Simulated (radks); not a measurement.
**Ionisation of Nb²³⁺: one atom, several choices of functional**

The task here is to estimate one member of a computed series from the others.

The numbers are computed with radks (a radial shooting solver on a logarithmic mesh, Libxc functionals) version 1 (non-relativistic Kohn-Sham, spin-polarised, spherical densities, point nucleus; open shells are filled with parallel spins first), except any that are marked as measured or tabulated.

### The atom as given

- element: niobium (Z = 41)
- charge: +23
- electrons: 18
- configuration: [Ar]
- ion: Nb²⁴⁺, [Ne] 3s2 3p5
- choices: TPSS; exchange-only B88; revTPSS; PBEsol; TASK exchange with Perdew-Wang LDA correlation; r2SCAN; XLYP; MS2 meta-GGA; B86b exchange with PBE correlation; exchange-only LDA; revPBE

The outer shells:

Nb²³⁺
```
[Ne] core
3s [↑↓]
3p [↑↓][↑↓][↑↓]
```

Nb²⁴⁺
```
[Ne] core
3s [↑↓]
3p [↑↓][↑↓][↑ ]
```

Set-up of the first run:

Input:

```text
Z 41
configuration [Ar]
relativity non-relativistic
functional tpss,tpss
spin polarised
nucleus point
```

Steps of the session up to this table: TPSS: Nb²³⁺.

One of the session's tables, all rows but one given; the rest of the session is left out.

It belongs to the step «TPSS: Nb²³⁺». Radial moments (bohr):

```
level     <r>  outermost maximum (interpolated)  90 % within  nodes
   1s       ?                                 ?            ?      ?
   2s  0.1613                             0.137        0.248      1
   2p  0.1385                             0.108        0.224      0
   3s  0.4070                             0.380        0.591      2
   3p  0.3938                             0.363        0.583      1
```

Q: Estimate the row for 1s from the others.

The run gave: <r>: 0.03719; outermost maximum (interpolated): 0.0246; 90 % within: 0.0662; nodes: 0. In the column «<r>» it is the lowest.

To keep in mind: Relativity is left out here, which matters for elements this heavy. Open shells are spherical and high-spin; term and fine-structure splittings are not resolved.
